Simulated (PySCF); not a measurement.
**C₃H₂FN₃: a tour of settings**

Aim: see how C₃H₂FN₃ (`Fc1cnnnc1`) answers to the choice of functional, basis, grid and SCF options.

Programs: PySCF 2.14.0, with density-fitted response routines of our own. Each step states its level of theory. These are calculated values for one molecule, in the gas phase or a continuum, unless marked as measured. Atoms are numbered from 0 throughout.

## Step 1: Starting geometry

9 atoms, charge 0, multiplicity 1; geometry from: GFN2-xTB.

Bonds of the start (Å): F0–C1 1.33, C1–C2 1.39, C2–N3 1.32, N3–N4 1.29, N4–N5 1.29, N5–C6 1.32, C6–C1 1.39, C2–H7 1.08, C6–H8 1.08.

## Step 2: NMR shieldings: PBE0/pcSseg-1

Job settings and geometry (Å):

```
{"job": {"kind": "nmr", "xc": "PBE0", "basis": "pcSseg-1"}, "charge": 0, "multiplicity": 1}
F      0.313336     2.075390     0.569898
C      0.120853     0.795194     0.245708
C     -1.151128     0.239997     0.180885
N     -1.291433    -1.035791    -0.146920
N     -0.264566    -1.768858    -0.404726
N      0.940453    -1.316820    -0.360867
C      1.182036    -0.053401    -0.044405
H     -2.049583     0.803251     0.387420
H      2.213594     0.267031    -0.024933
```

Level: GIAO PBE0/pcSseg-1 NMR shielding, non-relativistic, gas phase.

On the command line:

```bash
$ OMP_NUM_THREADS=1 python probes_run.py task.json out
```

This one command runs all jobs of the session in turn.

Standard output:

```text
coarse grid: 8776 points
cycle   1  E = -378.9832818687  dE =  1.468e+00  |g| = 5.184e-01  |ddm| = 3.123e+00
cycle   2  E = -378.9506359162  dE =  3.265e-02  |g| = 6.797e-01  |ddm| = 9.366e-01
cycle   3  E = -379.0288109677  dE = -7.818e-02  |g| = 1.165e-01  |ddm| = 5.533e-01
cycle   4  E = -379.0309376762  dE = -2.127e-03  |g| = 5.073e-02  |ddm| = 1.019e-01
cycle   5  E = -379.0315430929  dE = -6.054e-04  |g| = 1.090e-02  |ddm| = 5.317e-02
cycle   6  E = -379.0315639673  dE = -2.087e-05  |g| = 4.180e-03  |ddm| = 1.021e-02
cycle   7  E = -379.0315676443  dE = -3.677e-06  |g| = 8.473e-04  |ddm| = 3.410e-03
final grid: 88952 points
cycle   8  E = -379.0752417544  dE = -2.707e-05  |g| = 5.941e-03  |ddm| = 2.754e-02
cycle   9  E = -379.0752361890  dE =  5.565e-06  |g| = 8.289e-03  |ddm| = 1.308e-02
cycle  10  E = -379.0752492476  dE = -1.306e-05  |g| = 1.333e-03  |ddm| = 7.512e-03
cycle  11  E = -379.0752496056  dE = -3.580e-07  |g| = 4.325e-04  |ddm| = 1.385e-03
cycle  12  E = -379.0752496467  dE = -4.112e-08  |g| = 1.184e-04  |ddm| = 4.140e-04
cycle  13  E = -379.0752496493  dE = -2.567e-09  |g| = 1.479e-05  |ddm| = 9.565e-05
cycle  14  E = -379.0752496493  dE = -4.059e-11  |g| = 3.797e-06  |ddm| = 1.432e-05
converged SCF energy = -379.0752496493

GIAO shielding tensors (ppm)
atom      isotropic    diamagn.    paramagn.     s11        s22        s33       span
  0 F      309.327     474.077    -164.750    273.046    279.940    374.996    101.950
  1 C       17.877     254.461    -236.584    -69.175     18.922    103.884    173.059
  2 C       43.379     252.436    -209.056    -70.102     51.110    149.130    219.232
  3 N     -180.984     323.925    -504.908   -546.088   -225.154    228.291    774.378
  4 N     -258.201     311.910    -570.111   -751.196   -233.847    210.441    961.638
  5 N     -181.032     323.925    -504.957   -546.284   -225.116    228.304    774.588
  6 C       43.367     252.434    -209.067    -70.143     51.127    149.118    219.261
  7 H       22.399      29.010      -6.611     18.946     19.665     28.585      9.639
  8 H       22.397      29.017      -6.620     18.943     19.664     28.584      9.641
```

Wall time 11 s (1 thread, shared host).

Shifts follow as δ = σ(reference) − σ, with reference shieldings (ppm) from runs at the same level and on the same kind of geometry: 1H TMS 31.72, 13C TMS 186.9, 19F CFCl3 170.9, 15N NH3 267.7. The references are single molecules in the gas phase, so shifts against H2O, NH3, PH3, H3PO4 or CFCl3 are not on the usual liquid scales and can be off by tens of ppm. Atoms listed in one row are averaged.

```csv
atoms,environment,σ (ppm),δ (ppm),δ scaled to CDCl3
C1,aromatic carbon bearing fluorine,17.9,169.0,163.1
"C2, C6",aromatic CH next to a ring nitrogen,43.4,143.6,138.2
"H7, H8",hydrogen on an aromatic CH next to a ring nitrogen,22.40,9.32,8.89
F0,aryl fluorine,309.3,-138.4,–
N4,pyridine-type ring nitrogen,-258.2,525.9,–
"N3, N5",pyridine-type ring nitrogen,-181.0,448.7,–
```

The scaled column applies a straight-line fit of computed shieldings to shifts measured in CDCl3, and one for carbons that bear F (root-mean-square error 0.16 ppm for H, 1.9 ppm for C).

The run also stored atomic charges by several schemes (e):

```csv
atoms,Mulliken,IAO,Hirshfeld,ESP fit
F0,-0.24,-0.24,-0.06,-0.11
C1,0.19,0.28,0.10,-0.32
"C2, C6",0.14,-0.05,0.02,0.73
"N3, N5",-0.24,-0.15,-0.09,-0.53
N4,-0.02,-0.02,-0.04,0.10
```

Mayer bond orders: F0–C1 0.96, C1–C2 1.33, C2–N3 1.42, N3–N4 1.36, N4–N5 1.36, N5–C6 1.42, C6–C1 1.33.

Ring of atoms C1, C2, N3, N4, N5, C6: NICS(0) -6.4, NICS(1) -11.9, NICS(1)zz -29.1 ppm (means of both faces).

The fields below are evaluated on a grid from the run's orbitals.

Frontier orbitals at PBE0/pcSseg-1, with the share of their density that lies nearest to each atom:

```csv
orbital,energy (eV),lies on
HOMO,-7.60,"N4 52 %; N3, N5 about 18 % each"
LUMO,-2.14,"C2, C6 about 22 % each; N3, N5 about 19 % each"
```

ELF in a plane through or near 9 of the atoms.

Values, 10 rows by 14 columns:
```
0.00 0.00 0.00 0.00 0.00 0.00 0.00 0.00 0.00 0.00 0.00 0.00 0.00 0.00
0.00 0.00 0.00 0.00 0.00 0.00 0.21 0.39 0.02 0.00 0.00 0.00 0.00 0.00
0.00 0.00 0.00 0.04 0.30 0.05 0.85 0.96 0.12 0.10 0.29 0.00 0.00 0.00
0.00 0.00 0.01 0.62 0.96 0.76 0.76 0.21 0.63 0.96 0.92 0.19 0.00 0.00
0.00 0.00 0.00 0.04 0.40 0.66 0.54 0.19 0.69 0.72 0.16 0.01 0.00 0.00
0.00 0.00 0.55 0.98 0.99 0.55 0.84 0.63 0.23 0.31 0.99 0.93 0.01 0.00
0.00 0.00 0.29 0.98 0.93 0.13 0.42 0.41 0.22 0.37 0.98 0.89 0.00 0.00
0.00 0.00 0.00 0.00 0.00 0.33 0.88 0.53 0.67 0.06 0.00 0.00 0.00 0.00
0.00 0.00 0.00 0.00 0.00 0.04 0.20 0.25 0.11 0.00 0.00 0.00 0.00 0.00
0.00 0.00 0.00 0.00 0.00 0.00 0.00 0.00 0.00 0.00 0.00 0.00 0.00 0.00
```
The map spans 9.5 Å across and 9.5 Å up, centred on the molecule. Atoms in the plane (x, y in Å): F0 (0.0, -2.2), C1 (0.0, -0.8), C2 (-1.2, -0.1), N3 (-1.1, 1.2), N4 (0.0, 1.8), N5 (1.1, 1.2), C6 (1.2, -0.1), H7 (-2.2, -0.6), H8 (2.2, -0.6).

On the surface of density 0.002 e/bohr³ the electrostatic potential runs, from the 1st to the 99th percentile, from -1.78 V near N4 to 1.64 V near H8.

## Step 3: Ultraviolet spectrum: PBE0/def2-SVPD

Settings changed since step 2:

```diff
@@ -1,2 +1,2 @@
-{"job": {"kind": "nmr", "xc": "PBE0", "basis": "pcSseg-1"}, "charge": 0, "multiplicity": 1}
+{"job": {"kind": "uv", "xc": "PBE0", "basis": "def2-SVPD", "nstates": 6, "ntriplets": 2}, "charge": 0, "multiplicity": 1}
 F      0.313336     2.075390     0.569898
```

With the program's defaults for keys left out, this is: TDDFT PBE0/def2-SVPD, vertical, gas phase, core orbitals frozen in the response.

Standard output:

```text
coarse grid: 8776 points
cycle   1  E = -378.7663384219  dE =  1.410e+00  |g| = 4.807e-01  |ddm| = 5.991e+00
cycle   2  E = -378.7376548616  dE =  2.868e-02  |g| = 6.298e-01  |ddm| = 1.785e+00
cycle   3  E = -378.8097417696  dE = -7.209e-02  |g| = 1.106e-01  |ddm| = 1.215e+00
cycle   4  E = -378.8117871319  dE = -2.045e-03  |g| = 4.753e-02  |ddm| = 2.718e-01
cycle   5  E = -378.8123288807  dE = -5.417e-04  |g| = 1.186e-02  |ddm| = 1.358e-01
cycle   6  E = -378.8123565574  dE = -2.768e-05  |g| = 4.194e-03  |ddm| = 2.125e-02
cycle   7  E = -378.8123604052  dE = -3.848e-06  |g| = 8.749e-04  |ddm| = 8.154e-03
final grid: 88952 points
cycle   8  E = -378.8558347397  dE = -2.109e-05  |g| = 5.922e-03  |ddm| = 7.347e-02
cycle   9  E = -378.8558275023  dE =  7.237e-06  |g| = 8.574e-03  |ddm| = 3.597e-02
cycle  10  E = -378.8558424279  dE = -1.493e-05  |g| = 1.265e-03  |ddm| = 1.840e-02
cycle  11  E = -378.8558427879  dE = -3.600e-07  |g| = 4.159e-04  |ddm| = 2.675e-03
cycle  12  E = -378.8558428266  dE = -3.871e-08  |g| = 8.844e-05  |ddm| = 1.110e-03
cycle  13  E = -378.8558428281  dE = -1.546e-09  |g| = 1.645e-05  |ddm| = 2.250e-04
cycle  14  E = -378.8558428282  dE = -5.878e-11  |g| = 4.394e-06  |ddm| = 5.489e-05
converged SCF energy = -378.8558428282

Static polarisability (au): isotropic 52.150, principal 32.526 60.720 63.203

Singlet excitations
state   eV       nm        f      main configurations
  1   3.6371    340.9   0.00000   H->L 1.00
  2   3.7575    330.0   0.00345   H->L+1 0.99
  3   4.2097    294.5   0.00498   H-1->L 1.00
  4   4.3339    286.1   0.00000   H-1->L+1 1.00
  5   5.9794    207.4   0.02384   H-2->L 0.74, H-3->L+1 0.25
  6   6.7010    185.0   0.04511   H-2->L+1 0.79, H-3->L 0.17

Triplet excitations (Tamm-Dancoff, eV): 2.7345 3.1263
```

It took 15 s on 1 thread, shared host.

The orbitals next to the gap, with their largest atomic shares:

```csv
orbital,eV,atoms
HOMO−3,-10.23,"N5 26 %, N3 26 %, C6 17 %"
HOMO−2,-9.37,"C1 24 %, N4 18 %, F0 15 %"
HOMO−1,-8.20,"N3 36 %, N5 36 %, C2 6 %"
HOMO,-7.49,"N4 49 %, N5 19 %, N3 19 %"
LUMO,-2.17,"C6 22 %, C2 22 %, N3 18 %"
LUMO+1,-2.00,"N4 26 %, C1 22 %, N5 14 %"
LUMO+2,0.65,"C1 31 %, F0 18 %, C6 17 %"
```

With each of the 6 states as a Gaussian band of 0.4 eV half-width at 1/e, the curve within the window shown has maxima at 304 nm (ε 250), 185 nm (ε 1,900) L/(mol cm). Beyond the last state computed it falls off for lack of states. The curve at chosen wavelengths:

(nm, ε (L/mol/cm)): (177, 1042), (186, 1862), (195, 1264), (205, 1064), (214, 784), (223, 318), (232, 76), (242, 11), (251, 8), (260, 29), (269, 77), (279, 151), (288, 212), (297, 247), (306, 254), (316, 238), (325, 213), (334, 180), (343, 145), (353, 105), (362, 74), (371, 49), (380, 31), (390, 17), (399, 10), (408, 6)

Leading natural transition orbitals of singlet state 6: the hole lies on C1 28 %; N4 17 %; C2, C6 about 16 % each; the particle on N4 31 %; C1 23 %; N3, N5 about 14 % each.

Leading natural transition orbitals of singlet state 1: the hole lies on N4 53 %; N3, N5 about 17 % each; the particle on C2, C6 about 22 % each; N3, N5 about 19 % each.

Further results of this job:

```csv
property,computed
dipole moment (D),3.51
polarisability (Å³),7.73
HOMO–LUMO gap (eV),5.32
−ε(HOMO) (eV),7.49
```

## Step 4: Shielding tensors: B97-2/pcSseg-1

Job settings and geometry (Å):

```
{"job": {"kind": "nmr", "xc": "B97-2", "basis": "pcSseg-1", "pop": false, "scf": {"aux": "def2-universal-jfit", "max_cycle": 94}}, "charge": 0, "multiplicity": 1}
F      0.313336     2.075390     0.569898
C     -0.071630    -0.485002    -0.078482
C     -1.151128     0.239997     0.180885
N     -1.291433    -1.035791    -0.146920
N     -0.264566    -1.768858    -0.404726
N      0.940453    -1.316820    -0.360867
C      1.182036    -0.053401    -0.044405
H     -2.049583     0.803251     0.387420
H      2.213594     0.267031    -0.024933
```

Method: GIAO B97-2/pcSseg-1 NMR shielding, non-relativistic, gas phase.

Standard output:

```text
final grid: 88952 points
cycle   1  E = -378.4071384621  dE =  3.367e+00  |g| = 1.147e+00  |ddm| = 3.320e+00
cycle   2  E = -363.7318327431  dE =  1.468e+01  |g| = 4.705e+00  |ddm| = 1.404e+01
cycle   3  E = -378.5125951513  dE = -1.478e+01  |g| = 8.022e-01  |ddm| = 1.397e+01
cycle   4  E = -378.6188938830  dE = -1.063e-01  |g| = 4.310e-01  |ddm| = 9.382e-01
cycle   5  E = -378.6546885829  dE = -3.579e-02  |g| = 2.208e-01  |ddm| = 1.010e+00
cycle   6  E = -378.6632472961  dE = -8.559e-03  |g| = 7.924e-02  |ddm| = 2.479e-01
cycle   7  E = -378.6643969311  dE = -1.150e-03  |g| = 2.746e-02  |ddm| = 1.646e-01
cycle   8  E = -378.6645328673  dE = -1.359e-04  |g| = 8.420e-03  |ddm| = 4.660e-02
cycle   9  E = -378.6645429704  dE = -1.010e-05  |g| = 4.565e-03  |ddm| = 1.833e-02
cycle  10  E = -378.6645469419  dE = -3.972e-06  |g| = 1.142e-03  |ddm| = 1.058e-02
cycle  11  E = -378.6645472239  dE = -2.820e-07  |g| = 1.105e-04  |ddm| = 2.052e-03
cycle  12  E = -378.6645472368  dE = -1.293e-08  |g| = 1.263e-04  |ddm| = 7.361e-04
cycle  13  E = -378.6645472410  dE = -4.183e-09  |g| = 7.492e-05  |ddm| = 2.184e-04
cycle  14  E = -378.6645472444  dE = -3.449e-09  |g| = 2.261e-05  |ddm| = 3.502e-04
cycle  15  E = -378.6645472451  dE = -6.887e-10  |g| = 1.515e-05  |ddm| = 1.550e-04
converged SCF energy = -378.6645472451

GIAO shielding tensors (ppm)
atom      isotropic    diamagn.    paramagn.     s11        s22        s33       span
  0 F      -30.104     473.679    -503.783   -527.475    201.145    236.017    763.492
  1 C      -64.688     251.303    -315.991   -299.011    -28.224    133.171    432.182
  2 C      -89.990     243.819    -333.808   -535.287     79.254    186.064    721.351
  3 N     -215.369     326.889    -542.258   -894.707     77.454    171.146   1065.853
  4 N       22.001     310.900    -288.899   -220.922    -46.567    333.491    554.413
  5 N     -215.250     326.900    -542.150   -893.552     76.582    171.220   1064.772
  6 C      -90.631     243.800    -334.431   -536.933     78.996    186.044    722.977
  7 H       14.438      29.574     -15.137     -5.888     20.438     28.763     34.650
  8 H       14.416      29.575     -15.159     -5.946     20.440     28.754     34.700
```

Wall time 7.7 s (1 thread, shared host).

A normal end doesn't make this result sound: one atom of the first bond was moved so that the bond is 2.0 times as long; the fitting basis def2-universal-jfit is not made for Coulomb and exchange fitting here. Its HOMO lies at -4.87 eV, against -7.60 eV in step 2 (PBE0/pcSseg-1), a different level, so the two don't compare directly.

## Step 5: Excited states and response: LC-wPBE/def2-SVPD

Job settings and geometry (Å):

```
{"job": {"kind": "uv", "xc": "LC-wPBE", "basis": "def2-SVPD", "nstates": 6, "ntriplets": 0, "tda": false}, "charge": 0, "multiplicity": 1}
F      0.313336     2.075390     0.569898
C      0.120853     0.795194     0.245708
C     -1.151128     0.239997     0.180885
N     -1.291433    -1.035791    -0.146920
N     -0.264566    -1.768858    -0.404726
N      0.940453    -1.316820    -0.360867
C      1.182036    -0.053401    -0.044405
H     -2.049583     0.803251     0.387420
H      2.213594     0.267031    -0.024933
```

Level: TDDFT LC-wPBE/def2-SVPD, vertical, gas phase, core orbitals frozen in the response.

Standard output:

```text
coarse grid: 8776 points
cycle   1  E = -378.8652403306  dE =  1.693e+00  |g| = 6.388e-01  |ddm| = 5.731e+00
cycle   2  E = -378.8958719070  dE = -3.063e-02  |g| = 5.911e-01  |ddm| = 1.743e+00
cycle   3  E = -378.9579880584  dE = -6.212e-02  |g| = 9.320e-02  |ddm| = 1.154e+00
cycle   4  E = -378.9597050042  dE = -1.717e-03  |g| = 2.459e-02  |ddm| = 2.542e-01
cycle   5  E = -378.9598761934  dE = -1.712e-04  |g| = 9.575e-03  |ddm| = 9.232e-02
cycle   6  E = -378.9598999707  dE = -2.378e-05  |g| = 3.637e-03  |ddm| = 2.890e-02
cycle   7  E = -378.9599040215  dE = -4.051e-06  |g| = 8.105e-04  |ddm| = 1.281e-02
final grid: 88952 points
cycle   8  E = -379.0157524925  dE = -2.094e-05  |g| = 9.734e-03  |ddm| = 5.872e-02
cycle   9  E = -379.0157479911  dE =  4.501e-06  |g| = 1.100e-02  |ddm| = 2.279e-02
cycle  10  E = -379.0157671821  dE = -1.919e-05  |g| = 2.242e-04  |ddm| = 1.047e-02
cycle  11  E = -379.0157671955  dE = -1.342e-08  |g| = 1.099e-04  |ddm| = 1.194e-03
cycle  12  E = -379.0157671983  dE = -2.846e-09  |g| = 4.432e-05  |ddm| = 3.596e-04
cycle  13  E = -379.0157671988  dE = -4.469e-10  |g| = 8.722e-06  |ddm| = 1.122e-04
converged SCF energy = -379.0157671988

Static polarisability (au): isotropic 51.299, principal 32.391 59.617 61.889

Singlet excitations
state   eV       nm        f      main configurations
  1   3.9732    312.1   0.00552   H->L+1 0.96
  2   4.0872    303.3   0.00000   H->L 0.98
  3   4.5961    269.8   0.00535   H-1->L 0.97
  4   4.6613    266.0   0.00000   H-1->L+1 0.98
  5   5.9998    206.6   0.02226   H-2->L 0.72, H-3->L+1 0.27
  6   6.8920    179.9   0.05957   H-2->L+1 0.79, H-3->L 0.18
```

It took 18 s on 1 thread, shared host.

Key values: HOMO -10.31 eV, LUMO 0.04 eV; lowest singlet 3.97 eV.

## Step 6: Shielding tensors: revPBE/pcSseg-1 in water

Settings changed since step 5:

```diff
@@ -1,2 +1,2 @@
-{"job": {"kind": "uv", "xc": "LC-wPBE", "basis": "def2-SVPD", "nstates": 6, "ntriplets": 0, "tda": false}, "charge": 0, "multiplicity": 1}
+{"job": {"kind": "nmr", "xc": "revPBE", "basis": "pcSseg-1", "solvent": "water", "pop": true}, "charge": 0, "multiplicity": 1}
 F      0.313336     2.075390     0.569898
```

With the program's defaults for keys left out, this is: GIAO revPBE/pcSseg-1 NMR shielding, non-relativistic, IEF-PCM water.

Standard output:

```text
coarse grid: 8776 points
cycle   1  E = -379.3188460148  dE =  1.254e+00  |g| = 4.769e-01  |ddm| = 3.144e+00
cycle   2  E = -379.2628286137  dE =  5.602e-02  |g| = 7.634e-01  |ddm| = 9.791e-01
cycle   3  E = -379.3537373694  dE = -9.091e-02  |g| = 1.413e-01  |ddm| = 6.031e-01
cycle   4  E = -379.3569706817  dE = -3.233e-03  |g| = 4.245e-02  |ddm| = 1.132e-01
cycle   5  E = -379.3573569246  dE = -3.862e-04  |g| = 1.063e-02  |ddm| = 3.388e-02
cycle   6  E = -379.3573783364  dE = -2.141e-05  |g| = 3.983e-03  |ddm| = 1.042e-02
cycle   7  E = -379.3573815062  dE = -3.170e-06  |g| = 1.181e-03  |ddm| = 4.012e-03
final grid: 88952 points
cycle   8  E = -379.4085414838  dE = -4.794e-05  |g| = 8.480e-03  |ddm| = 4.398e-02
cycle   9  E = -379.4085110428  dE =  3.044e-05  |g| = 1.534e-02  |ddm| = 2.188e-02
cycle  10  E = -379.4085566218  dE = -4.558e-05  |g| = 2.396e-03  |ddm| = 1.410e-02
cycle  11  E = -379.4085577751  dE = -1.153e-06  |g| = 6.378e-04  |ddm| = 2.482e-03
cycle  12  E = -379.4085578649  dE = -8.973e-08  |g| = 2.272e-04  |ddm| = 6.618e-04
cycle  13  E = -379.4085578754  dE = -1.054e-08  |g| = 3.457e-05  |ddm| = 1.732e-04
cycle  14  E = -379.4085578755  dE = -1.272e-10  |g| = 2.316e-05  |ddm| = 3.599e-05
converged SCF energy = -379.4085578755

GIAO shielding tensors (ppm)
atom      isotropic    diamagn.    paramagn.     s11        s22        s33       span
  0 F      274.549     474.060    -199.511    225.714    237.960    359.974    134.260
  1 C       14.892     253.626    -238.734    -63.016     11.242     96.450    159.466
  2 C       41.538     252.193    -210.656    -65.704     44.909    145.408    211.112
  3 N     -151.767     325.803    -477.570   -468.623   -203.365    216.687    685.310
  4 N     -207.142     316.955    -524.097   -619.849   -206.356    204.778    824.628
  5 N     -151.799     325.802    -477.601   -468.765   -203.329    216.697    685.462
  6 C       41.518     252.190    -210.672    -65.750     44.911    145.393    211.143
  7 H       22.368      28.784      -6.417     19.346     19.577     28.181      8.835
  8 H       22.366      28.792      -6.426     19.344     19.575     28.180      8.836
```

Run time: 7.7 s. Hardware: 1 thread, shared host.

This run: σ C1 14.9, C2 41.5, F0 274.5, N4 -207.1, H7 22.37 ppm (means over like atoms).

## Step 7: Run by run: NMR shifts

Isotropic shieldings (ppm), means over like atoms, with basis size and wall time:

```
                     run    C1    C2     H7     F0      N4      N3  functions   time
           PBE0/pcSseg-1  17.9  43.4  22.40  309.3  -258.2  -181.0        129   11 s
revPBE/pcSseg-1 in water  14.9  41.5  22.37  274.5  -207.1  -151.8        129  7.7 s
```

## Step 8: Side by side: electronic excitations

Excitations and ground-state properties, with basis size and wall time:

```csv
run,lowest singlet (eV),brightest (eV),f,gap (eV),α (Å³),μ (D),functions,time
PBE0/def2-SVPD,3.64,6.70,0.045,5.32,7.73,3.51,159,15 s
LC-wPBE/def2-SVPD,3.97,6.89,0.060,10.35,7.60,3.57,159,18 s
```

## Step 9: What came out

| quantity | value |
| --- | --- |
| 13C shifts against TMS (PBE0/pcSseg-1, means over atoms taken as alike) | 169.0, 143.6 ppm |
| 1H shifts against TMS (PBE0/pcSseg-1, means over atoms taken as alike) | 9.32 ppm |
| 19F shifts against CFCl3 (PBE0/pcSseg-1) | -138.4 ppm |
| 15N shifts against NH3 (PBE0/pcSseg-1, means over atoms taken as alike) | 525.9, 448.7 ppm |
| surface potential, 1st and 99th percentile | -1.78 V and 1.64 V |
| lowest singlet (PBE0/def2-SVPD) | 3.64 eV (341 nm), f = 0.000 |
| brightest single state of those computed | state 6, 6.70 eV, f = 0.045 |
| lowest triplet | 2.73 eV |
| range of the shielding of N4 | -258.2 to -207.1 ppm |
| range of the lowest singlet | 3.64 to 3.97 eV |
| property runs in this session | 5, of which 0 failed and 1 gave unsound results |

What this shows: Single values in the summary come from the first run of each kind that ended normally (PBE0/pcSseg-1; PBE0/def2-SVPD), which need not be the best level. At PBE0/pcSseg-1: The largest span, 962 ppm, is at N4, where the paramagnetic term is -570 ppm. NICS(1)zz of -29 ppm above the planar ring from C1 marks a diatropic (aromatic) ring current. By nearest atom (PBE0/pcSseg-1), the HOMO sits on N4 52 %; N3, N5 about 18 % each and the LUMO on C2, C6 about 22 % each; N3, N5 about 19 % each. The lowest singlet, at 3.64 eV, is HOMO→LUMO 1.00 and is dark; of the 6 states computed, the strongest absorption comes from state 6 at 6.70 eV (the last computed, so partners may be missing). The lowest triplet lies 0.90 eV below the lowest singlet (triplets in Tamm-Dancoff, singlets in full TDDFT). In ppm, N4 moves most: its shielding spreads over 51.1 ppm, from -258.2 (PBE0/pcSseg-1) to -207.1 (revPBE/pcSseg-1 in water). The lowest singlet runs from 3.64 eV (PBE0/def2-SVPD) to 3.97 eV (LC-wPBE/def2-SVPD), while the orbital gap spans 5.32 to 10.35 eV: the excitation energy moves far less from run to run than the orbital gap does. The lowest state need not be the same one in every run.
